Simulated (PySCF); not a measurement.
# The bond of KMg+, level by level

What are the lowest state that PBE0 finds, the bond length, vibrational wavenumber and bond energy of KMg+, and how much do these hang on the method?

Program: PySCF 2.14.0. Level of theory: K def2-SVP, Mg def2-SVP, no relativity. These are calculated values, not measurements.

## Step 1: The job

Settings of the job:

* atoms: K, Mg
* charge: 1
* basis: K def2-SVP, Mg def2-SVP
* Hamiltonian: no relativity
* basis functions: 42
* electrons treated: 30
* masses in u: 38.9637, 23.9850
* levels: PBE0, PBE, r²SCAN, MN15, B2PLYP, revPBE, HSE06, HF, MP2, SCS-MP2, CCSD, CCSD(T)
* grid: 80 radial by 434 angular points
* occupations: held fixed by the projection of orbital angular momentum
* dissociation limit: K+ + Mg, each in its ground configuration
* starting distance in angstrom: 3.400
* values of 2S to try: 0, 2

Run with:

```
OMP_NUM_THREADS=1 python dia.py task.json out
```

The runs that follow: PBE0 along the bond; Other states along the same grid; PBE; r²SCAN (meta-GGA); MN15 (hybrid meta-GGA); B2PLYP; revPBE; HSE06 (range-separated hybrid); RHF (mean field); Adding correlation.

What does the calculation give? Wanted: for each run, Re; ωe; De; μ.

As calculated:

Lowest PBE0 solution found, without spin–orbit coupling: ¹Σ⁺ (singlet), closed shell. State 2 has its PBE0 minimum 2.12 eV higher. The other levels ran on the lowest alone.

| level | Re (Å) | ωe (cm⁻¹) | De (eV) | μ (D) |
| --- | --- | --- | --- | --- |
| RHF | 4.001 | 84.3 | 0.257 | -3.73 |
| RHF-MP2 | 3.904 | 90.2 | 0.298 | n/a |
| RHF-SCS-MP2 | 3.923 | 88.9 | 0.288 | n/a |
| RHF-CCSD | 3.911 | 89.5 | 0.285 | n/a |
| RHF-CCSD(T) | 3.906 | 89.9 | 0.288 | n/a |
| PBE | 3.759 | 97.4 | 0.354 | -3.04 |
| revPBE | 3.845 | 91.7 | 0.326 | -3.20 |
| r²SCAN | 3.847 | 92.9 | 0.303 | -3.37 |
| PBE0 | 3.775 | 97.8 | 0.338 | -3.12 |
| HSE06 | 3.779 | 96.9 | 0.337 | -3.14 |
| MN15 | 3.831 | 81.2 | 0.285 | -3.76 |
| B2PLYP | 3.823 | 92.8 | 0.306 | -3.35 |

De is counted to K+ + Mg in their ground configurations. A positive dipole points from K to Mg; in an ion it is taken about the centre of mass and does not tell which atom is negative.

**Reading.** The methods spread over 0.242 Å in bond length, from PBE to RHF. CCSD(T) can't serve as the judge here: for a weak bond in this basis it is far from its limit. Of the levels with a De here, RHF gives the least (0.257 eV) and PBE the most (0.354 eV).

Correlated steps freeze 6 core orbitals. B2PLYP dipoles, levels and charges come from its SCF part alone.
